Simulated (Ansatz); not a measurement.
C2H5BOSi, SMILES BOC1=C[SiH2]1, harmonic frequencies at the relaxed geometry

Program: the Python package of Ansatz (0.2.0).

Typed at the interpreter:
```pycon
>>> import itertools
>>> import ansatz as az
>>> from ase import Atoms
>>> from ase.data import atomic_numbers, covalent_radii
>>> from ase.thermochemistry import IdealGasThermo
>>> import numpy as np
>>> atoms = Atoms(["B", "O", "C", "C", "Si", "H", "H", "H", "H", "H"], positions=[
...     (-1.7835, 1.2951, 0.4139),
...     (-0.3936, 1.3258, 0.051),
...     (0.269, 0.132, -0.0963),
...     (0.3486, -1.3076, -0.0386),
...     (1.8079, -0.6444, -0.4441),
...     (-2.4013, 2.3848, 0.5101),
...     (-2.3914, 0.3297, 0.577),
...     (-0.2634, -2.2009, 0.1237),
...     (2.1357, -0.711, -1.8152),
...     (2.7551, -0.6547, 0.7216),
... ])
>>> molecule = az.Crystal.molecule_from_ase(atoms)
>>> calc = (
...     molecule.calculation()
...     .basis(gaussian="def2-SVP")
...     .functional("cam_b3lyp")
... )
>>> symbols = [site.symbol for site in molecule.cartesian_sites]
>>> start = np.array([site.position_ang for site in molecule.cartesian_sites], dtype=float)
>>> r = calc.relax(force_tolerance=0.003).run().report
>>> end = np.array(r["positions_ang"])
>>> # pairs closer than 1.2 times the sum of covalent radii, before or after
>>> radius = [covalent_radii[atomic_numbers[s]] for s in symbols]
>>> span = lambda where, i, j: np.linalg.norm(where[i] - where[j])
>>> bonded = [(i, j) for i, j in itertools.combinations(range(len(symbols)), 2) if min(span(start, i, j), span(end, i, j)) < 1.2 * (radius[i] + radius[j])]
>>> print("pair        before    after (A)")
pair        before    after (A)
>>> for i, j in bonded:
...     print(f"{symbols[i]}{i}-{symbols[j]}{j}".ljust(10), f"{span(start, i, j):8.4f} {span(end, i, j):8.4f}")
...
B0-O1        1.4368   1.3532
B0-H5        1.2563   1.2030
B0-H6        1.1525   1.2070
O1-C2        1.3733   1.3512
C2-C3        1.4430   1.3315
C2-Si4       1.7584   1.8106
C3-Si4       1.6534   1.8293
C3-H7        1.0949   1.0910
Si4-H8       1.4113   1.4849
Si4-H9       1.5020   1.4853
>>> for first, second in list(itertools.combinations(bonded, 2)):
...     shared = set(first) & set(second)
...     if shared and symbols[(j := shared.pop())] != "H":
...         i, k = sorted((set(first) | set(second)) - {j})
...         u, v = end[i] - end[j], end[k] - end[j]
...         angle = np.degrees(np.arccos(np.clip(u @ v / np.linalg.norm(u) / np.linalg.norm(v), -1, 1)))
...         print(f"final angle {symbols[i]}{i}-{symbols[j]}{j}-{symbols[k]}{k}: {angle:.2f} deg")
...
final angle O1-B0-H5: 116.28 deg
final angle O1-B0-H6: 120.03 deg
final angle B0-O1-C2: 124.21 deg
final angle H5-B0-H6: 123.69 deg
final angle O1-C2-C3: 137.30 deg
final angle O1-C2-Si4: 153.35 deg
final angle C3-C2-Si4: 69.29 deg
final angle C2-C3-Si4: 67.80 deg
final angle C2-C3-H7: 137.64 deg
final angle C2-Si4-C3: 42.91 deg
final angle C2-Si4-H8: 122.12 deg
final angle C2-Si4-H9: 122.03 deg
final angle Si4-C3-H7: 154.54 deg
final angle C3-Si4-H8: 121.82 deg
final angle C3-Si4-H9: 121.89 deg
final angle H8-Si4-H9: 110.67 deg
>>> # frequencies need a stationary point, so they are taken at the relaxed geometry
>>> minimum = az.Crystal.molecule()
>>> for symbol, place in zip(symbols, end):
...     minimum = minimum.atom(symbol, place.tolist())
...
>>> vibrating = (
...     minimum.calculation()
...     .basis(gaussian="def2-SVP")
...     .functional("cam_b3lyp")
...     .phonons(temperatures=(298.15, 498.15, 100))
... )
>>> vib = vibrating.run().report["vibrations"]
>>> sums = vib["harmonic_sums"]
>>> modes = [m["omega_inv_cm"] for m in sums["modes_at_gamma"] if m["rigid_motion"] == "no"]
>>> print("frequencies (1/cm):", " ".join(f"{w:.0f}" for w in modes))
frequencies (1/cm): 57 209 283 407 451 579 667 682 696 772 869 982 1012 1046 1061 1132 1254 1383 1707 2263 2266 2587 2699 3240
>>> print("imaginary modes:", sum(w < 0 for w in modes), " zero-point energy:", round(sums["zero_point_energy_ev"], 4), "eV")
imaginary modes: 0  zero-point energy: 1.7546 eV
>>> # rigid rotor and ideal gas, symmetry number taken as one
>>> gas = IdealGasThermo(vib_energies=[w / 8065.544 for w in modes if w > 0], geometry="linear" if len(modes) == 3 * len(symbols) - 5 else "nonlinear",
...                      atoms=Atoms(symbols, positions=end), symmetrynumber=1, spin=0.0)
>>> print(f"H(298 K) - E = {gas.get_enthalpy(298.15, verbose=False):.4f} eV")
H(298 K) - E = 1.9454 eV
>>> print(f"S(298 K, 1 bar) = {96485.33 * gas.get_entropy(298.15, 1e5, verbose=False):.1f} J/(mol K) with symmetry number 1")
S(298 K, 1 bar) = 323.3 J/(mol K) with symmetry number 1
```

What to keep in mind:
- The frequencies are harmonic and unscaled, in a modest basis.
- The entropy takes a symmetry number of 1; a symmetric molecule's is lower by R ln(sigma).
- Hardware and time: 5.6 min on 1 thread of Arm Neoverse V2, with other jobs on the host, peak memory 0.36 GiB.
